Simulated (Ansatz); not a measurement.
NiMoIrPdW:

```
Ni Mo Pd Ir W
1.0
     4.11705    0.00000    0.00000
    -2.05853    3.56547    0.00000
     0.00000    0.00000    5.44580
Ni Mo Pd Ir W
1 1 1 1 1
Direct
  0.00000 0.00000 0.95775
  0.66667 0.33333 0.96161
  0.66667 0.33333 0.46295
  0.33333 0.66667 0.72572
  0.33333 0.66667 0.23642
```

The cell was built by a generator and needn't be a form met in nature.

| Quantity | Value |
| --- | --- |
| Program | Ansatz 0.2.0 |
| Task | relaxation of cell and atoms |
| Functional | PBE |
| Dispersion | D3(BJ) |
| Potentials or basis | Ansatz PAW |
| Cutoff | 420 eV (not typed: the program's choice for these potentials) |
| k mesh | 6 × 6 × 4 |
| Occupations | fermi-dirac, width 0.05 eV |
| Spin | collinear spin, ferromagnetic start |
| Starting moments | [1.0, 1.0, 0.0, 0.6, 0.0] μB |

At the start: volume 15.99 Å³/atom.

**Question.** How do energy, volume and symmetry change on relaxing?

**Answer.** It ends after 5 steps and the volume is 15.56 Å³/atom (-2.7 %); space group P3m1 (No. 156, to 0.05 Å); moment 0.00 μB per cell.

The path:
```tsv
step	energy change (eV)	largest force (eV/Å)	volume (Å³)
1	0.0000	0.1750	79.94
2	-0.0433	0.0299	77.96
3	-0.0439	0.0111	77.79
4	-0.0439	0.0038	77.80
5	-0.0431	0.0038	77.80
```

Final structure:
```xyz
5
Lattice="4.0757 0.0000 0.0000 -2.0379 3.5297 0.0000 0.0000 0.0000 5.4077" Properties=species:S:1:pos:R:3 pbc="T T T"
Ni    0.0000    0.0000    5.1705
Mo    2.0379    1.1766    5.2139
Pd    2.0379    1.1766    2.5131
Ir    0.0000    2.3531    3.9115
W     0.0000    2.3531    1.2770
```

Caveat: the plane-wave basis is chosen anew once the cell has moved, so the energies of steps on either side of that aren't comparable; pairwise dispersion overbinds metals, which lowers pressure and volume; the starting moments weren't kept.
